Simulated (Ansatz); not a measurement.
# Ge59P4 (vacancy in Ge with four P around it, 64 sites): the cost of one run

Program: Ansatz 0.2.0. Level of theory: DFT PBEsol, scalar-relativistic, plane waves, PAW, and further levels as typed in the inputs. These are calculated values, not measurements.

### Step 1. The starting structure

It takes space group P1 (No. 1, triclinic). The conventional cell has a = 11.351 Å, b = 11.351 Å, c = 11.351 Å, α = 90.00°, β = 90.00°, γ = 90.00°. Ge (site symmetry 1) has 3 Ge at 2.44 to 2.48 Å and 1 P at 2.47 Å as nearest neighbours. Ge (site symmetry 1) is surrounded by 3 Ge at 2.44 to 2.49 Å and 1 P at 2.46 Å. Around Ge (site symmetry 1) lie 3 Ge at 2.45 to 2.47 Å and 1 P at 2.46 Å. P (site symmetry 1) is surrounded by 3 Ge at 2.46 to 2.47 Å. Ge (site symmetry 1) is surrounded by 4 Ge at 2.44 to 2.48 Å. Ge (site symmetry 1) has 4 Ge at 2.43 to 2.48 Å as nearest neighbours. Ge (site symmetry 1) is surrounded by 4 Ge at 2.44 to 2.47 Å. Only part of the 63 independent sites is listed.

Structure file:

```
Ge P
1.0
    11.35120    0.00000    0.00000
     0.00000   11.35120    0.00000
     0.00000    0.00000   11.35120
Ge P
59 4
Direct
  0.00039 0.24971 0.25214
  0.24978 0.00010 0.25139
  0.24920 0.24948 0.00017
  0.12468 0.37553 0.37353
  0.37438 0.12601 0.37664
  0.37367 0.37557 0.12414
  0.99925 0.99923 0.49963
  0.00088 0.25063 0.75005
  0.24968 0.00000 0.74991
  0.25070 0.24944 0.49999
  0.12491 0.12495 0.62522
  0.12517 0.37618 0.87492
  0.37638 0.12473 0.87458
  0.37509 0.37531 0.62524
  0.00114 0.50100 0.00044
  0.99970 0.74991 0.25125
  0.25019 0.49885 0.24939
  0.24949 0.75102 0.99991
  0.12699 0.62558 0.12511
  0.12462 0.87586 0.37479
  0.37427 0.62550 0.37501
  0.37605 0.87494 0.12248
  0.00070 0.49835 0.50136
  0.00160 0.74962 0.74897
  0.24877 0.50077 0.74982
  0.24947 0.74979 0.50184
  0.12531 0.62566 0.62568
  0.37481 0.62433 0.87437
  0.37601 0.87456 0.62493
  0.49939 0.99948 0.00069
  0.49961 0.24958 0.25043
  0.75044 0.00070 0.25015
  0.74846 0.25056 0.00044
  0.62590 0.12425 0.12722
  0.62391 0.37564 0.37504
  0.87457 0.12572 0.37475
  0.87294 0.37397 0.12540
  0.50197 0.99870 0.49999
  0.50128 0.25053 0.74967
  0.74875 0.99843 0.74934
  0.74968 0.24802 0.49851
  0.62527 0.12464 0.62434
  0.62464 0.37428 0.87582
  0.87566 0.37629 0.62653
  0.50129 0.50107 0.99944
  0.49859 0.75077 0.24992
  0.74995 0.49922 0.24885
  0.75124 0.75041 0.99906
  0.62534 0.62527 0.12546
  0.62697 0.87497 0.37387
  0.87503 0.62443 0.37548
  0.50036 0.49955 0.50046
  0.49973 0.74901 0.75044
  0.74938 0.50127 0.75039
  0.75041 0.75009 0.49995
  0.62290 0.62608 0.62428
  0.62584 0.87444 0.87487
  0.87480 0.62409 0.87485
  0.87542 0.87464 0.62389
  0.12471 0.12395 0.12482
  0.12590 0.87594 0.87437
  0.87644 0.12683 0.87563
  0.87519 0.87531 0.12450
```

### Step 2. Relaxing cell and atoms: Ge59P4 defect cell, no spin

File input.yaml:

```yaml
crystal:
  lattice:
    - [11.3512, 0.0, 0.0]
    - [0.0, 11.3512, 0.0]
    - [0.0, 0.0, 11.3512]
  atoms:
    - { symbol: Ge, position: [0.0003887056, 0.2497085153, 0.2521414222] }
    - { symbol: Ge, position: [0.2497779159, 9.65623e-05, 0.2513941091] }
    - { symbol: Ge, position: [0.2491989989, 0.2494787893, 0.0001652717] }
    - { symbol: P, position: [0.1247093964, 0.1239492172, 0.1248195111] }
    - { symbol: Ge, position: [0.1246838846, 0.3755316368, 0.373533381] }
    - { symbol: Ge, position: [0.3743831674, 0.1260143342, 0.376636242] }
    - { symbol: Ge, position: [0.373668705, 0.3755680875, 0.1241361196] }
    - { symbol: Ge, position: [-0.0007548569, -0.0007680943, 0.4996277857] }
    - { symbol: Ge, position: [0.0008778277, 0.2506276176, 0.750052104] }
    - { symbol: Ge, position: [0.2496799361, 2.8974e-06, 0.7499066791] }
    - { symbol: Ge, position: [0.2506986515, 0.2494436081, 0.4999945425] }
    - { symbol: Ge, position: [0.1249109631, 0.1249539184, 0.6252195518] }
    - { symbol: Ge, position: [0.1251741314, 0.3761759537, 0.8749234657] }
    - { symbol: Ge, position: [0.3763756539, 0.1247305545, 0.8745791358] }
    - { symbol: Ge, position: [0.3750887467, 0.3753131285, 0.6252375189] }
    - { symbol: Ge, position: [0.0011381734, 0.5010037203, 0.0004355843] }
    - { symbol: Ge, position: [-0.0002963002, 0.7499113624, 0.251245153] }
    - { symbol: Ge, position: [0.2501949169, 0.4988452559, 0.2493925178] }
    - { symbol: Ge, position: [0.2494912316, 0.7510150511, -9.44076e-05] }
    - { symbol: Ge, position: [0.126991073, 0.6255784582, 0.1251099503] }
    - { symbol: Ge, position: [0.1246161605, 0.8758564551, 0.3747879421] }
    - { symbol: Ge, position: [0.3742739768, 0.6255005045, 0.3750112396] }
    - { symbol: Ge, position: [0.3760475198, 0.8749351669, 0.1224807175] }
    - { symbol: Ge, position: [0.0006954035, 0.4983457776, 0.501355589] }
    - { symbol: Ge, position: [0.001604557, 0.7496238007, 0.7489739394] }
    - { symbol: Ge, position: [0.2487692279, 0.5007687774, 0.7498219411] }
    - { symbol: Ge, position: [0.2494728664, 0.749785556, 0.5018399065] }
    - { symbol: Ge, position: [0.1253056235, 0.6256569587, 0.6256844277] }
    - { symbol: P, position: [0.1258971925, 0.8759350125, 0.8743741045] }
    - { symbol: Ge, position: [0.3748104273, 0.6243297975, 0.8743734907] }
    - { symbol: Ge, position: [0.3760056274, 0.8745579714, 0.6249302705] }
    - { symbol: Ge, position: [0.4993896448, -0.0005227666, 0.0006944094] }
    - { symbol: Ge, position: [0.4996075922, 0.2495752694, 0.2504348066] }
    - { symbol: Ge, position: [0.7504409114, 0.0006980959, 0.2501504374] }
    - { symbol: Ge, position: [0.7484550172, 0.2505552686, 0.0004390102] }
    - { symbol: Ge, position: [0.6258969427, 0.1242542915, 0.1272207411] }
    - { symbol: Ge, position: [0.623914312, 0.3756404197, 0.3750404849] }
    - { symbol: Ge, position: [0.8745708536, 0.1257189833, 0.3747520702] }
    - { symbol: Ge, position: [0.872942401, 0.3739716696, 0.1254031803] }
    - { symbol: Ge, position: [0.5019715674, -0.0013049362, 0.4999850718] }
    - { symbol: Ge, position: [0.5012780442, 0.250534631, 0.7496690915] }
    - { symbol: Ge, position: [0.7487473355, -0.0015691304, 0.7493411218] }
    - { symbol: Ge, position: [0.7496754444, 0.2480186076, 0.498507933] }
    - { symbol: Ge, position: [0.6252675034, 0.1246396924, 0.6243350213] }
    - { symbol: Ge, position: [0.6246409902, 0.3742841067, 0.8758171085] }
    - { symbol: P, position: [0.8764447407, 0.1268267809, 0.8756253065] }
    - { symbol: Ge, position: [0.8756582146, 0.3762889346, 0.626531511] }
    - { symbol: Ge, position: [0.5012907929, 0.5010679782, -0.0005591061] }
    - { symbol: Ge, position: [0.498590723, 0.7507727402, 0.249917337] }
    - { symbol: Ge, position: [0.7499509558, 0.4992164522, 0.2488539084] }
    - { symbol: Ge, position: [0.7512352585, 0.7504097373, -0.0009382555] }
    - { symbol: Ge, position: [0.6253439466, 0.6252692228, 0.1254597307] }
    - { symbol: Ge, position: [0.6269674315, 0.8749694287, 0.3738726979] }
    - { symbol: Ge, position: [0.8750321928, 0.624430583, 0.3754832686] }
    - { symbol: P, position: [0.8751854804, 0.8753052556, 0.1245004483] }
    - { symbol: Ge, position: [0.5003644362, 0.4995504827, 0.5004556869] }
    - { symbol: Ge, position: [0.4997348253, 0.7490147241, 0.7504391814] }
    - { symbol: Ge, position: [0.7493779566, 0.5012720075, 0.7503902286] }
    - { symbol: Ge, position: [0.7504120315, 0.7500892811, 0.499947713] }
    - { symbol: Ge, position: [0.6228974049, 0.6260766884, 0.6242829727] }
    - { symbol: Ge, position: [0.6258424324, 0.8744374951, 0.8748739108] }
    - { symbol: Ge, position: [0.8748024968, 0.6240851229, 0.8748487305] }
    - { symbol: Ge, position: [0.8754196439, 0.8746351238, 0.6238863879] }
scf:
  occupations: { method: gaussian, width: 0.05 }
output:
  forces: true
  stress: false
  eigenvalues: true
hamiltonian:
  xc: pbesol
relax:
  f_tol: 0.01
  max_steps: 80
  cell: { stress_tol: 0.03, fix: [shape] }
kpoints:
  mp_grid: { grid: [2, 2, 2] }
```

Launch:

```console
> ansatz run input.yaml --threads 8 --pin off --max-ram 16384MiB --backend cpu --events-out ev --progress --plain --runs-dir out
```

What time and memory should one allow on 8 threads of Intel Xeon 6975P-C (Granite Rapids), shared host?

About 5.5 min, with a peak of 11 GiB.
